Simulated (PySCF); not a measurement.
**Si2N3H9 (SMILES N[SiH2][SiH](N)N): levels of theory compared**

We compute a comparison of 3 runs (HF/def2-SVP, B3LYP/6-31G*, PBE0/6-311+G**) of Si2N3H9. Input form: a Python script.

The results are computed with PySCF 2.14.0.

## 1. Starting point

Si2N3H9: 14 atoms, total charge 0, spin state singlet. As SMILES, `N[SiH2][SiH](N)N`. The coordinates come from a GFN2-xTB relaxation. This is one conformer, not always the lowest.

Bond lengths: N1–Si2 1.734 Å, Si2–Si3 2.302 Å, Si3–N4 1.727 Å, Si3–N5 1.731 Å, N1–H6 1.007 Å, N1–H7 1.008 Å, Si2–H8 1.467 Å, Si2–H9 1.472 Å, Si3–H10 1.496 Å, N4–H11 1.007 Å, N4–H12 1.006 Å, N5–H13 1.008 Å, N5–H14 1.006 Å. Some angles: N1–Si2–Si3 115.7°, Si2–Si3–N4 108.4°, Si2–Si3–N5 110.1°, N4–Si3–N5 102.5°, N1–Si2–H8 102.4°, N1–Si2–H9 102.4°, Si3–Si2–H8 115.9°, Si3–Si2–H9 111.2°, Si2–N1–H6 118.3°, Si2–N1–H7 118.0°.

## 2. Energy and gradient at HF/def2-SVP (run 1)

run.py

```python
# N[SiH2][SiH](N)N
from pyscf import gto, scf

system = gto.M(
    atom='''
N     -0.307893     2.159466     4.470941
Si    -1.837305     1.348981     1.687828
Si     0.341417    -1.337567    -0.948983
N     -1.390820    -1.722561    -3.688311
N      3.067007     0.112155    -2.032098
H      0.017442     0.789698     5.752326
H      1.231138     3.276048     4.352946
H     -2.488316     3.824768     0.624876
H     -4.177958     0.165729     2.616515
H      0.983187    -3.839980     0.199291
H     -0.565746    -2.544025    -5.194139
H     -3.188157    -2.323116    -3.541649
H      3.969880    -0.631528    -3.534506
H      4.346124     0.721932    -0.765018
''',
    max_memory=1860,
    charge=0,
    verbose=4,
    basis='def2-svp',
    unit='bohr',
    spin=0,
)

myscf = scf.RHF(system)
myscf.conv_tol = 1e-10
myscf.kernel()
if not myscf.converged:
    myscf = myscf.newton().run(myscf.mo_coeff, myscf.mo_occ)

e_tot = myscf.e_tot
print('E = %.10f Eh' % e_tot)
grad = myscf.nuc_grad_method().kernel()
myscf.analyze()
```

Command:

```console
$ OMP_NUM_THREADS=1 python run.py
```

Output:

```text
PySCF version 2.14.0

[... 104 lines left out ...]
MO #13  energy= -4.22033112175966  occ= 2
[... 21 lines left out ...]
MO #35  energy= 0.242247723147802  occ= 0
[... 21 lines left out ...]
MO #57  energy= 0.804685586737124  occ= 0
[... 21 lines left out ...]
MO #79  energy= 1.35061891604334   occ= 0
[... 21 lines left out ...]
MO #101 energy= 2.40015371510029   occ= 0
[... 21 lines left out ...]
MO #123 energy= 3.76373924646973   occ= 0
[... 140 lines left out ...]
Dipole moment(X, Y, Z, Debye):  1.90792, -1.71427, -0.41224
```

It took 27 s on 1 thread of Intel Xeon at 2.70GHz, shared host; peak memory 0.34 GiB.

## 3. Energy and gradient at B3LYP/6-31G(d) (Cartesian functions) (run 2)

run.py

```python
# N[SiH2][SiH](N)N
from pyscf import gto, dft

mol = gto.Mole()
mol.atom = '''
N     -0.307893     2.159466     4.470941
Si    -1.837305     1.348981     1.687828
Si     0.341417    -1.337567    -0.948983
N     -1.390820    -1.722561    -3.688311
N      3.067007     0.112155    -2.032098
H      0.017442     0.789698     5.752326
H      1.231138     3.276048     4.352946
H     -2.488316     3.824768     0.624876
H     -4.177958     0.165729     2.616515
H      0.983187    -3.839980     0.199291
H     -0.565746    -2.544025    -5.194139
H     -3.188157    -2.323116    -3.541649
H      3.969880    -0.631528    -3.534506
H      4.346124     0.721932    -0.765018
'''
mol.max_memory = 1860
mol.spin = 0
mol.unit = 'bohr'
mol.basis = '6-31g*'
mol.verbose = 4
mol.cart = True
mol.build()

mf = dft.RKS(mol, xc='b3lyp')
mf.grids.level = 5
mf.conv_tol = 1e-10
mf.kernel()
if not mf.converged:
    mf = mf.newton().run(mf.mo_coeff, mf.mo_occ)

e_tot = mf.e_tot
print('Final energy', e_tot)
grad = mf.nuc_grad_method().kernel()
mf.analyze()
```

Command:

```console
$ OMP_NUM_THREADS=1 python run.py
```

Output:

```text
PySCF version 2.14.0

[... 111 lines left out ...]
MO #6   energy= -5.27191976448435  occ= 2
[... 18 lines left out ...]
MO #25  energy= -0.327802833494124 occ= 2
[... 18 lines left out ...]
MO #44  energy= 0.268452123313554  occ= 0
[... 18 lines left out ...]
MO #63  energy= 0.872761223048049  occ= 0
[... 18 lines left out ...]
MO #82  energy= 1.70133930299911   occ= 0
[... 18 lines left out ...]
MO #101 energy= 3.78414392438752   occ= 0
[... 118 lines left out ...]
Dipole moment(X, Y, Z, Debye):  1.91923, -1.61834, -0.32879
```

Wall time 79 s (1 thread of Intel Xeon at 2.70GHz, shared host); peak memory 1 GiB.

## 4. Energy and gradient at PBE0/6-311+G(d,p) (run 3)

calc.py

```python
from pyscf import gto, dft

system = gto.Mole()
system.atom = [
    ('N', (-0.162930, 1.142740, 2.365920)),
    ('Si', (-0.972260, 0.713850, 0.893160)),
    ('Si', (0.180670, -0.707810, -0.502180)),
    ('N', (-0.735990, -0.911540, -1.951770)),
    ('N', (1.622990, 0.059350, -1.075340)),
    ('H', (0.009230, 0.417890, 3.044000)),
    ('H', (0.651490, 1.733610, 2.303480)),
    ('H', (-1.316760, 2.023980, 0.330670)),
    ('H', (-2.210880, 0.087700, 1.384600)),
    ('H', (0.520280, -2.032030, 0.105460)),
    ('H', (-0.299380, -1.346240, -2.748620)),
    ('H', (-1.687100, -1.229340, -1.874160)),
    ('H', (2.100770, -0.334190, -1.870380)),
    ('H', (2.299870, 0.382030, -0.404830)),
]
system.verbose = 4
system.basis = '6-311+g**'
system.max_memory = 1860
system.build()

mf = dft.RKS(system)
mf.xc = 'pbe0'
mf.grids.level = 5
mf.conv_tol = 1e-10
mf.kernel()
if not mf.converged:
    mf = mf.newton().run(mf.mo_coeff, mf.mo_occ)

etot = mf.e_tot
print('E(%s) = %.9f' % ('PBE0', etot))
grad = mf.nuc_grad_method().kernel()
mf.analyze()
```

Command:

```console
$ OMP_NUM_THREADS=1 python calc.py
```

Output:

```text
PySCF version 2.14.0

[... 125 lines left out ...]
MO #20  energy= -0.500143203414039 occ= 2
[... 31 lines left out ...]
MO #52  energy= 0.179850929715304  occ= 0
[... 31 lines left out ...]
MO #84  energy= 0.735717807714457  occ= 0
[... 31 lines left out ...]
MO #116 energy= 1.60302638918622   occ= 0
[... 31 lines left out ...]
MO #148 energy= 2.73391227820868   occ= 0
[... 31 lines left out ...]
MO #180 energy= 141.419772738032   occ= 0
[... 197 lines left out ...]
Dipole moment(X, Y, Z, Debye):  1.69142, -1.61304, -0.26450
```

Run time: 2.6 min. Hardware: 1 thread of Intel Xeon at 2.70GHz, shared host; peak memory 2.5 GiB.

## 5. All runs side by side

| run | level | Cartesian functions | integration grid | energy (Eh) | dipole moment (D) | HOMO energy (eV) | LUMO energy (eV) | wall time |
| --- | --- | --- | --- | --- | --- | --- | --- | --- |
| 1 | HF/def2-SVP | no | – | -746.204621 | 2.60 | -9.48 | 3.33 | 27 s |
| 2 | B3LYP/6-31G* (Cartesian functions) | yes | 5 | -748.706024 | 2.53 | -5.96 | -0.09 | 79 s |
| 3 | PBE0/6-311+G** | no | 5 | -748.352484 | 2.35 | -6.60 | -0.59 | 2.6 min |

## 6. Summary of results

```
                       quantity          value
            run 3: total energy  -748.35248 Eh
           run 3: dipole moment         2.35 D
             run 3: HOMO energy       -6.60 eV
             run 3: LUMO energy       -0.59 eV
           run 3: HOMO–LUMO gap        6.01 eV
run 3: largest force on an atom     0.981 eV/Å
```

**Reading.** The dipole moment (its size) runs from 2.35 D (PBE0/6-311+G**) to 2.60 D (HF/def2-SVP). The two ends differ in method and basis. The HOMO–LUMO gap runs from 5.87 eV (B3LYP/6-31G*) to 12.81 eV (HF/def2-SVP). Totals of different functionals can't be ranked against each other. All runs together took 4.4 min, the longest 2.6 min.
